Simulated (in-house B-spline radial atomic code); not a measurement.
# Re²⁺: highest level by several methods

In exact Kohn-Sham theory the highest occupied level equals minus the energy to remove an electron. How near do common methods come for Re²⁺?

Method: scalar-relativistic (X2C), several functionals, spin-polarised; spherical all-electron atom at the radial basis limit. Code: in-house B-spline radial atomic code version 1.

## Step 1: What is computed

```
element       : rhenium (Z = 75)
charge        : +2
electrons     : 73
configuration : [Xe] 4f14 5d5
nucleus       : Fermi, rms radius 5.370 fm
```

The outer shells:

[Xe] 4f14 5d5
```
[Xe] core
4f [↑↓][↑↓][↑↓][↑↓][↑↓][↑↓][↑↓]
5d [↑ ][↑ ][↑ ][↑ ][↑ ]
```

Where spins are not typed, each open shell is filled with up spins first.

## Step 2: AM05, a GGA

Settings, as recorded:

```ini
Z = 75
electrons = 73.0
configuration = [Xe] 4f14 5d5
hamiltonian = x2c
method = am05
spin_polarised = True
nucleus = fermi
rms_radius = 5.3698
mass_number = 187
atomic_mass = 186.955752217
speed_of_light = 137.035999084
```

## Step 3: exchange-only LDA

Changes to the settings of step 2:

```diff
@@ -4,3 +4,3 @@
 hamiltonian = x2c
-method = am05
+method = lda,
 spin_polarised = True
```

## Step 4: OLYP, a GGA

Changes to the settings of step 3:

```diff
@@ -4,3 +4,3 @@
 hamiltonian = x2c
-method = lda,
+method = optx,lyp
 spin_polarised = True
```

## Step 5: r2SCAN, a meta-GGA

Changes to the settings of step 4:

```diff
@@ -4,3 +4,3 @@
 hamiltonian = x2c
-method = optx,lyp
+method = r2scan
 spin_polarised = True
```

## Step 6: Hartree-Fock

Changes to the settings of step 5:

```diff
@@ -4,3 +4,3 @@
 hamiltonian = x2c
-method = r2scan
+method = hf
 spin_polarised = True
```

**Question.** The tabulated ionisation energy is 27 ± 1.6 eV (tabulated theoretical; NIST Atomic Spectra Database). What does each method give, and which comes nearest?

The runs gave:

| method | rung | total energy (hartree) | −ε highest (eV) | −ε less tabulated (eV) |
| --- | --- | --- | --- | --- |
| exchange-only LDA | LDA | -16674.5663 | 21.830 (5d up) | -5.170 |
| AM05 | GGA | -16682.8136 | 22.656 (5d up) | -4.344 |
| OLYP | GGA | -16698.6766 | 22.558 (5d up) | -4.442 |
| r2SCAN | meta-GGA | -16692.9204 | 22.949 (5d up) | -4.051 |
| Hartree-Fock | Hartree-Fock | -16687.6012 | 28.253 (5d up) | +1.253 |

The tabulated ionisation energy is 27 ± 1.6 eV (tabulated theoretical; NIST Atomic Spectra Database). Hartree-Fock comes nearest (+1.253 eV) and exchange-only LDA is farthest (-5.170 eV, 19 %). Mean absolute error by rung (exchange-only levels left out): GGA 4.39 eV, meta-GGA 4.05 eV, Hartree-Fock 1.25 eV. Relativistic terms that these runs lack can be as large as the gaps between close methods, so the nearest may be so by luck. Spin-orbit coupling is left out. Every semilocal functional puts the level too high: its potential dies off too fast far from the nucleus, because each electron partly repels itself. A difference of total energies usually does far better than −ε.
